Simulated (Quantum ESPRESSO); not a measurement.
HfMoC2:

```
Hf Mo C
1.0
     3.19142    0.00000    0.00000
     0.00000    3.19142    0.00000
     0.00000    0.00000    4.48516
Hf Mo C
1 1 2
Cartesian
  0.0000 0.0000 0.0000
  1.5957 1.5957 2.2426
  1.5957 1.5957 0.0000
  0.0000 0.0000 2.2426
```

The cell comes from a database or a generator and needn't be the stable form of this composition.

- Program: Quantum ESPRESSO 7.5
- Task: phonons
- Functional: PBE
- Potentials or basis: SSSP 1.3 efficiency PBE
- Cutoff: 816 eV
- Density cutoff: 5987 eV
- k mesh: 6 × 6 × 4, shifted
- Occupations: methfessel-paxton, width 0.272 eV
- Spin: no spin polarisation
- Mixing beta: 0.5
- Most SCF iterations: 120
- SCF threshold: 8e-10 Ry

At Γ the optical frequencies are 155 155 223 303 303 432 598 598 690 cm⁻¹, at a pressure of -1.5 GPa.

How do the modes respond when the cell is scaled evenly, at fixed shape?

The highest mode has a Grüneisen parameter of 1.28. None of the listed modes softens on compression. Real pressure also changes the shape of this cell, most of all in layered crystals, so these aren't the shifts under hydrostatic load.

Frequencies at 99 % and 101 % of the volume (pressures 1.4 and -4.2 GPa), ions relaxed:
```csv
mode,99 % (cm⁻¹),101 % (cm⁻¹),Grüneisen parameter
4,161.9,147.6,4.64
5,161.9,147.6,4.64
6,227.3,218.2,2.06
7,314.7,291.5,3.83
8,314.7,291.5,3.83
9,442.3,422.6,2.28
10,608.5,588.2,1.69
11,608.5,588.2,1.69
12,699.2,681.5,1.28
```

Modes are matched by their order; those that don't vary smoothly over the three volumes are left out.

Caveat: the k mesh is coarse; the mesh is thin for the phonons of a metal.
